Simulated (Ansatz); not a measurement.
The system is NbCu.

```
Nb Cu
1.0
     0.00000    2.56221    2.56221
     2.56221    0.00000    2.56221
     2.56221    2.56221    0.00000
Nb Cu
1 1
Direct
  0.00000 0.00000 0.00000
  0.50000 0.50000 0.50000
```

The cell was built by a generator and needn't be a form met in nature.

* Program: Ansatz 0.2.0
* Task: relaxation of cell and atoms
* Functional: HSEsol
* Potentials or basis: Ansatz PAW
* Cutoff: 420 eV (not typed: the program's choice for these potentials)
* k mesh: 5 × 5 × 5
* Occupations: fermi-dirac, width 0.05 eV
* Spin: no spin polarisation

At the start: volume 16.82 Å³/atom.

Question: How do energy, volume and symmetry change on relaxing?

Answer: It ends after 5 steps and the volume is 16.03 Å³/atom (-4.7 %); space group Fm-3m (No. 225, to 0.05 Å).

The path:
```tsv
step	energy change (eV)	largest force (eV/Å)	volume (Å³)
1	0.0000	0.0000	33.64
2	-0.0325	0.0000	31.47
3	-0.0379	0.0000	32.11
4	-0.0379	0.0000	32.06
5	-0.0368	0.0000	32.06
```

Final structure:
```xyz
2
Lattice="0.0000 2.5214 2.5214 2.5214 0.0000 2.5214 2.5214 2.5214 0.0000" Properties=species:S:1:pos:R:3 pbc="T T T"
Nb    0.0000    0.0000    0.0000
Cu    2.5214    2.5214    2.5214
```

Caveat: the k mesh is coarse (spacing up to 0.42 Å⁻¹), so the values aren't converged, least of all with exact exchange; the plane-wave basis is chosen anew once the cell has moved, so the energies of steps on either side of that aren't comparable; the PAW data sets come from PBE, with cores solved anew for the run's functional, which leaves a small shift of forces and pressure.
